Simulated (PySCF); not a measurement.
# C2H3NOSi: the cost of one run

Programs: PySCF 2.14.0, with density-fitted response routines of our own. Each step states its level of theory. These are calculated values for one molecule in the gas phase, unless marked as measured. Atoms are numbered from 0 throughout.

**1. The starting structure**

8 atoms, charge 0, multiplicity 1; geometry from: GFN2-xTB. The atoms were then displaced at random by about 0.01 Å, so the start is not that level's minimum.

Bonds of the start (Å): N0–C1 1.15, C1–Si2 1.87, Si2–C3 1.88, C3–O4 1.22, Si2–H5 1.45, Si2–H6 1.47, C3–H7 1.12.

**2. Geometry optimisation at PBE0-D3(BJ)/def2-SVP**

Job settings and geometry (Å):

```
{"job": {"xc": "PBE0", "basis": "def2-SVP", "d3": "d3bj", "grid": 1, "shake": 0.01, "kind": "geom"}, "charge": 0, "multiplicity": 1}
N      2.296610     1.515270    -0.609690
C      1.534450     0.703770    -0.337930
Si     0.318920    -0.649880     0.109540
C     -1.342820     0.228540     0.106950
O     -2.186380     0.094400     0.982290
H      0.362310    -1.618870    -0.973250
H      0.678430    -1.160180     1.442360
H     -1.606390     0.867790    -0.772730
```

Launch:

```sh
OMP_NUM_THREADS=1 python probes_run.py task.json out
```

This one command runs all jobs of the session in turn.

Q: Estimate the wall time and peak memory of this first job on 1 thread of Arm Neoverse V2, shared host.

About 42 s, with a peak of 0.38 GiB.
